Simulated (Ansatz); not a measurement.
# C2H5FSi (SMILES F/C=C/[SiH3]) at revPBE/cc-pVDZ

Aim: the vertical singlet–triplet gap of C2H5FSi at revPBE/cc-pVDZ, from 2 runs. 

The results are computed with Ansatz 0.2.0.

91 further runs of the same task are left out: 91 set aside as unsound or not needed.

## (1) The molecule

The species is C2H5FSi (9 atoms), meant as a singlet with charge 0. As SMILES, `F/C=C/[SiH3]`. The coordinates come from a PBE0-D4/def2-TZVP relaxation.

Bond lengths: F1–C2 1.336 Å, C2–C3 1.322 Å, C3–Si4 1.852 Å, C2–H5 1.086 Å, C3–H6 1.087 Å, Si4–H7 1.487 Å, Si4–H8 1.487 Å, Si4–H9 1.487 Å. Some angles: F1–C2–C3 122.8°, C2–C3–Si4 121.1°, F1–C2–H5 111.4°, C3–C2–H5 125.9°, C2–C3–H6 117.6°, Si4–C3–H6 121.3°, C3–Si4–H7 110.8°, C3–Si4–H8 110.8°, C3–Si4–H9 108.6°, H7–Si4–H8 107.9°.

## (2) The energy at revPBE/cc-pVDZ

input.yaml reads:

```yaml
crystal:
  periodic: [false, false, false]
  atoms:
    - {symbol: F, position_ang: [-1.259900, 2.360900, 0.506400]}
    - {symbol: C, position_ang: [-0.578300, 1.355000, -0.048000]}
    - {symbol: C, position_ang: [-0.336700, 0.219900, 0.584900]}
    - {symbol: Si, position_ang: [0.614100, -1.145000, -0.228900]}
    - {symbol: H, position_ang: [-0.264200, 1.599600, -1.058100]}
    - {symbol: H, position_ang: [-0.716100, 0.118100, 1.598600]}
    - {symbol: H, position_ang: [1.843700, -1.465600, 0.542800]}
    - {symbol: H, position_ang: [-0.206700, -2.381600, -0.316300]}
    - {symbol: H, position_ang: [0.992500, -0.707600, -1.598500]}
basis:
  gaussian: {orbitals: cc-pVDZ}
hamiltonian: {xc: {name: revPBE}}
accuracy: high
output: {orbitals: {seedname: orbitals}}
```

On the command line:

```bash
$ ansatz run input.yaml --threads 1 --pin off --max-ram 3480MiB --events-out events.jsonl --progress --plain --runs-dir runs
```

Standard output:

```text
Warning: RAYON_NUM_THREADS=1 ignored (pool sized by the plan → 1); use --threads N
Functional definition: revPBE
  name "revPBE"
  parameter kappa = 1.245
  parameter beta = 0.06672455060314922
  exchange = pbe_x(kappa = kappa, mu = beta*pi^2/3)
  correlation = pbe_c(beta = beta)
1988 factors; integrals over basis functions are off by at most 3.8e-9 eV
mean field evaluation 1: about -12740.1989 eV, gradient 4.7e1 eV
mean field evaluation 2: about -12731.0213 eV, gradient 7.0e1 eV
mean field evaluation 4: about -12745.8323 eV, gradient 6.2e0 eV
mean field evaluation 8: about -12745.9286 eV, gradient 6.9e-1 eV
mean field evaluation 16: about -12745.9295 eV, gradient 2.2e-5 eV
mean field -12745.92950313 eV, -468.4042697389 hartree, gradient 2.4e-8 eV, S^2 0.000000; 0 other end points of the search recorded, 0 dependent functions left out
reference -12745.92950715 eV, -468.4042698865 hartree; 20, 20 occupied and 65, 65 virtual orbitals, 1988 factors
Total energy: -12745.92950715 eV, -468.4042698865 hartree
```

Wall time 6.3 s (1 thread of Arm Neoverse V2, shared host); peak memory 0.22 GiB.

## (3) The triplet

job.yaml reads:

```yaml
basis:
  gaussian: {orbitals: cc-pVDZ}
crystal:
  periodic: [false, false, false]
  atoms:
    - {symbol: F, position_ang: [-1.259900, 2.360900, 0.506400]}
    - {symbol: C, position_ang: [-0.578300, 1.355000, -0.048000]}
    - {symbol: C, position_ang: [-0.336700, 0.219900, 0.584900]}
    - {symbol: Si, position_ang: [0.614100, -1.145000, -0.228900]}
    - {symbol: H, position_ang: [-0.264200, 1.599600, -1.058100]}
    - {symbol: H, position_ang: [-0.716100, 0.118100, 1.598600]}
    - {symbol: H, position_ang: [1.843700, -1.465600, 0.542800]}
    - {symbol: H, position_ang: [-0.206700, -2.381600, -0.316300]}
    - {symbol: H, position_ang: [0.992500, -0.707600, -1.598500]}
magnetization: {spin_polarized: true, initial_magnetization: 2}
hamiltonian: {xc: {name: revPBE}}
accuracy: high
output: {orbitals: {seedname: orbitals}}
```

On the command line:

```bash
$ ansatz run job.yaml --threads 1 --pin off --max-ram 3480MiB --events-out events.jsonl --progress --plain --runs-dir runs
```

Standard output:

```text
Warning: RAYON_NUM_THREADS=1 ignored (pool sized by the plan → 1); use --threads N
[... 6 set-up lines as earlier in the session ...]
1988 factors; integrals over basis functions are off by at most 3.8e-9 eV
mean field evaluation 1: about -12734.1987 eV, gradient 3.6e1 eV
mean field evaluation 2: about -12709.3339 eV, gradient 6.9e1 eV
mean field evaluation 4: about -12741.0415 eV, gradient 8.2e0 eV
mean field evaluation 8: about -12741.4625 eV, gradient 3.7e-1 eV
mean field evaluation 16: about -12741.4634 eV, gradient 1.3e-4 eV
mean field -12741.46340068 eV, -468.2401435009 hartree, gradient 5.8e-8 eV, S^2 2.005778; 0 other end points of the search recorded, 0 dependent functions left out
reference -12741.46340473 eV, -468.2401436497 hartree; 21, 19 occupied and 64, 66 virtual orbitals, 1988 factors
Total energy: -12741.46340473 eV, -468.2401436497 hartree
```

It took 9.9 s on 1 thread of Arm Neoverse V2, shared host; peak memory 0.28 GiB.

## (4) Results

At revPBE/cc-pVDZ:

| quantity | value |
| --- | --- |
| singlet: total energy | -468.40427 Eh |
| singlet: HOMO energy | -6.35 eV |
| singlet: LUMO energy | -0.92 eV |
| singlet: HOMO–LUMO gap | 5.44 eV |
| triplet: total energy | -468.24014 Eh |
| triplet: HOMO energy (highest over α and β) | -1.87 eV |
| triplet: ⟨S²⟩ | 2.006 |
| vertical energy of the triplet above the singlet | 4.466 eV |

**Reading.** At this shape the triplet lies 4.47 eV (431 kJ/mol) above the singlet.
